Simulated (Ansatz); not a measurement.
# C₃H₈BGa: how energies converge with the basis set

The task here is to estimate one member of a computed series from the others.

The runs use Ansatz 0.2.0, Gaussian basis; one geometry, several basis sets.

Plan: PBE0-D4/def2-SVP; ωB97M-V/def2-SVP; PBE0-D4/def2-QZVPP; ωB97M-V/def2-QZVPP; the functionals' def2-TZVPP values are taken from earlier runs.

### The geometry

All runs share one geometry, relaxed beforehand with PBE0-D4 in a triple-zeta def2 set.

13 atoms, charge 0, spin multiplicity 1.

Atoms are counted from 1 here; the program's logs count them from 0.

Bond lengths: B1–C2 1.476 Å, B1–H6 1.201 Å, B1–H7 1.201 Å, C2–C3 1.327 Å, C2–Ga4 2.041 Å, C3–H8 1.087 Å, C3–H9 1.089 Å, Ga4–C5 1.962 Å, Ga4–H10 1.572 Å, C5–H11 1.093 Å, C5–H12 1.093 Å, C5–H13 1.090 Å. Angles: C2–B1–H6 120.2°, C2–B1–H7 120.2°, H6–B1–H7 118.7°, B1–C2–C3 151.6°, B1–C2–Ga4 96.2°, C3–C2–Ga4 112.2°, C2–C3–H8 123.1°, C2–C3–H9 121.1°, H8–C3–H9 115.9°, C2–Ga4–C5 126.9°, C2–Ga4–H10 108.2°, C5–Ga4–H10 125.0°, Ga4–C5–H11 109.9°, Ga4–C5–H12 110.0°, Ga4–C5–H13 112.1°, H11–C5–H12 107.0°, H11–C5–H13 108.9°, H12–C5–H13 108.9°.

Geometry (Å):

| atom | x (Å) | y (Å) | z (Å) |
| --- | --- | --- | --- |
| B1 | -0.6906 | -0.3362 | 1.4824 |
| C2 | 0.3773 | -1.0229 | 0.7301 |
| C3 | 1.2769 | -1.9901 | 0.5988 |
| Ga4 | 0.3626 | 0.2407 | -0.8732 |
| C5 | -0.7826 | 1.8140 | -1.1211 |
| H6 | -0.4294 | 0.6059 | 2.1801 |
| H7 | -1.8442 | -0.5852 | 1.2589 |
| H8 | 1.9226 | -2.0854 | -0.2705 |
| H9 | 1.4080 | -2.7440 | 1.3731 |
| H10 | 1.4426 | -0.2580 | -1.9004 |
| H11 | -0.6081 | 2.5311 | -0.3145 |
| H12 | -1.8350 | 1.5232 | -1.0673 |
| H13 | -0.6002 | 2.3069 | -2.0765 |

The first run:

in.yaml

```yaml
crystal:
  periodic: [false, false, false]
  atoms:
    - {symbol: B, position_ang: [-0.690602, -0.336227, 1.482439]}
    - {symbol: C, position_ang: [0.377283, -1.022892, 0.730102]}
    - {symbol: C, position_ang: [1.276895, -1.990101, 0.598810]}
    - {symbol: Ga, position_ang: [0.362633, 0.240676, -0.873217]}
    - {symbol: C, position_ang: [-0.782624, 1.813960, -1.121111]}
    - {symbol: H, position_ang: [-0.429410, 0.605934, 2.180128]}
    - {symbol: H, position_ang: [-1.844220, -0.585168, 1.258942]}
    - {symbol: H, position_ang: [1.922642, -2.085383, -0.270516]}
    - {symbol: H, position_ang: [1.407965, -2.744025, 1.373126]}
    - {symbol: H, position_ang: [1.442650, -0.257994, -1.900393]}
    - {symbol: H, position_ang: [-0.608088, 2.531094, -0.314524]}
    - {symbol: H, position_ang: [-1.834963, 1.523192, -1.067292]}
    - {symbol: H, position_ang: [-0.600169, 2.306934, -2.076484]}
basis:
  gaussian: {orbitals: def2-SVP}
hamiltonian: {xc: pbe0, dispersion: d4}
output: {orbitals: {seedname: orbitals}}
```

Run with:

```console
ansatz run in.yaml --threads 4 --pin off --events-out ev --progress --plain --max-ram 10444MiB
```

Among the steps run: PBE0-D4 in def2-SVP; ωB97M-V in def2-SVP; PBE0-D4 in def2-QZVPP; ωB97M-V in def2-QZVPP.

One of the session's tables, all rows but one given; the rest of the session is left out.

It belongs to the step «Density functionals: the series». 

| functional | basis | HOMO (eV) | LUMO (eV) |
| --- | --- | --- | --- |
| PBE0-D4 | def2-SVP | -7.37 | -1.47 |
| PBE0-D4 | def2-TZVPP | -7.38 | -1.50 |
| PBE0-D4 | def2-QZVPP | -7.39 | -1.52 |
| ωB97M-V | def2-SVP | -9.48 | 0.29 |
| ωB97M-V | def2-TZVPP | -9.51 | 0.23 |
| ωB97M-V | def2-QZVPP | ? | ? |

Q: Estimate the row for ωB97M-V, def2-QZVPP from the others.

**Answer.** HOMO (eV): -9.51; LUMO (eV): 0.12.
